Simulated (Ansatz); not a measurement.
# C₄H₁₀Cl₃HfN: one species, many methods

One table from this session's results is given with a row withheld; the runs are named, their logs left out.

Program: Ansatz 0.2.0, Gaussian basis. Level of theory: functionals in def2-TZVPP, the program's frozen cores in correlated methods. These are calculated values, not measurements.

Plan: LDA (SPW92), PBE-D4, revPBE-D4, BLYP-D4, r2SCAN-D4, B97M-V, PBE0-D4, B3LYP-D4, r2SCANh-D4, r2SCAN0-D4, HSE06-D4, BHLYP-D4, CAM-B3LYP-D4, LC-ωPBE, ωB97X-V, ωB97M-V, B2PLYP, PBE-QIDH; CCSD(T)/def2-SVP; MP2/def2-TZVPP; MP2/def2-QZVPP; RPA on PBE.

1 further run of the same task is left out (it didn't finish).

## The geometry

An earlier PBE0-D4 in a triple-zeta def2 set relaxation fixed the geometry. Hf takes the def2 core potential; no spin-orbit term is included.

SMILES `CC[N](CC)[Hf]([Cl])([Cl])[Cl]`, 19 atoms, charge 0, spin multiplicity 1.

Atoms are counted from 1 here; the program's logs count them from 0.

Bond lengths: C1–C2 1.515 Å, C1–H10 1.094 Å, C1–H11 1.093 Å, C1–H12 1.091 Å, C2–N3 1.453 Å, C2–H13 1.100 Å, C2–H14 1.097 Å, N3–C4 1.461 Å, N3–Hf6 1.999 Å, C4–C5 1.520 Å, C4–H15 1.094 Å, C4–H16 1.099 Å, C5–H17 1.091 Å, C5–H18 1.092 Å, C5–H19 1.092 Å, Hf6–Cl7 2.344 Å, Hf6–Cl8 2.351 Å, Hf6–Cl9 2.349 Å. Angles: C2–C1–H10 111.8°, C2–C1–H11 111.5°, C2–C1–H12 110.0°, H10–C1–H11 108.9°, H10–C1–H12 107.0°, H11–C1–H12 107.5°, C1–C2–N3 113.2°, C1–C2–H13 109.3°, C1–C2–H14 109.2°, N3–C2–H13 108.3°, N3–C2–H14 110.2°, H13–C2–H14 106.5°, C2–N3–C4 113.1°, C2–N3–Hf6 126.8°, C4–N3–Hf6 120.1°, N3–C4–C5 114.1°, N3–C4–H15 109.1°, N3–C4–H16 108.5° and more.

Set-up of the first run:

Contents of in.yaml:

```yaml
crystal:
  periodic: [false, false, false]
  atoms:
    - {symbol: C, position_ang: [-0.946658, -2.115511, -0.350301]}
    - {symbol: C, position_ang: [-0.294770, -1.104308, 0.571168]}
    - {symbol: N, position_ang: [-0.188043, 0.220291, -0.017305]}
    - {symbol: C, position_ang: [0.234806, 1.240366, 0.939462]}
    - {symbol: C, position_ang: [1.693543, 1.136122, 1.352754]}
    - {symbol: Hf, position_ang: [-0.589941, 0.725322, -1.908996]}
    - {symbol: Cl, position_ang: [0.055409, 2.953128, -2.247918]}
    - {symbol: Cl, position_ang: [-2.898729, 0.497904, -2.289314]}
    - {symbol: Cl, position_ang: [0.611646, -0.651792, -3.384243]}
    - {symbol: H, position_ang: [-0.360349, -2.274428, -1.259558]}
    - {symbol: H, position_ang: [-1.958027, -1.808046, -0.630075]}
    - {symbol: H, position_ang: [-1.024964, -3.081762, 0.150890]}
    - {symbol: H, position_ang: [-0.882652, -1.024814, 1.496902]}
    - {symbol: H, position_ang: [0.698123, -1.469943, 0.862103]}
    - {symbol: H, position_ang: [0.060313, 2.231028, 0.508419]}
    - {symbol: H, position_ang: [-0.412060, 1.175976, 1.825395]}
    - {symbol: H, position_ang: [1.910387, 0.186260, 1.844638]}
    - {symbol: H, position_ang: [1.943659, 1.936471, 2.052915]}
    - {symbol: H, position_ang: [2.348338, 1.227756, 0.483065]}
basis:
  gaussian: {orbitals: def2-TZVPP}
hamiltonian: {xc: lda}
output: {orbitals: {seedname: orbitals}}
```

Run with:

```console
$ ansatz run in.yaml --threads 4 --pin off --events-out ev --progress --plain --max-ram 46080MiB --backend cuda --devices 0, --max-vram 37GiB
```

Among the steps run: LDA; PBE-D4 (GGA); revPBE-D4 (GGA); BLYP-D4 (GGA); r2SCAN-D4 (meta-GGA); B97M-V (meta-GGA); B3LYP-D4 (hybrid); r2SCANh-D4 (hybrid); r2SCAN0-D4 (hybrid); HSE06-D4 (hybrid); BHLYP-D4 (hybrid); CAM-B3LYP-D4 (range-separated); LC-ωPBE (range-separated); ωB97X-V (range-separated); ωB97M-V (range-separated); B2PLYP (double hybrid); PBE-QIDH (double hybrid).

One table of the session follows, with a row left open; its other results are not shown here.

It belongs to the step «Orbital energies across the functionals». 

| functional | HOMO (eV) | LUMO (eV) | gap (eV) |
| --- | --- | --- | --- |
| LDA (SPW92) | -6.06 | -2.58 | 3.47 |
| PBE-D4 | -5.90 | -2.32 | 3.58 |
| revPBE-D4 | -5.84 | -2.22 | 3.62 |
| BLYP-D4 | -5.77 | -2.17 | 3.60 |
| r2SCAN-D4 | -6.15 | -2.13 | 4.01 |
| B97M-V | -6.24 | -2.10 | 4.15 |
| PBE0-D4 | -7.15 | -1.46 | 5.70 |
| B3LYP-D4 | -6.94 | -1.65 | 5.28 |
| r2SCANh-D4 | ? | ? | ? |
| r2SCAN0-D4 | -7.32 | -1.33 | 5.99 |
| HSE06-D4 | -6.76 | -1.83 | 4.92 |
| BHLYP-D4 | -8.32 | -0.41 | 7.91 |
| CAM-B3LYP-D4 | -8.49 | -0.32 | 8.17 |
| LC-ωPBE | -9.82 | 0.84 | 10.66 |
| ωB97X-V | -9.49 | 0.74 | 10.23 |
| ωB97M-V | -9.38 | 0.65 | 10.04 |

Q: Estimate the row for r2SCANh-D4 from the others.

Worked estimate for «HOMO (eV)». Against the share of exact exchange, r2SCAN-D4 (0, -6.15), r2SCAN0-D4 (0.25, -7.32) give a slope of -4.68 per unit share; at 0.1 the line stands at -6.62.

As computed: HOMO (eV): -6.62; LUMO (eV): -1.82; gap (eV): 4.80. In «HOMO (eV)» the line misses by 0.00.
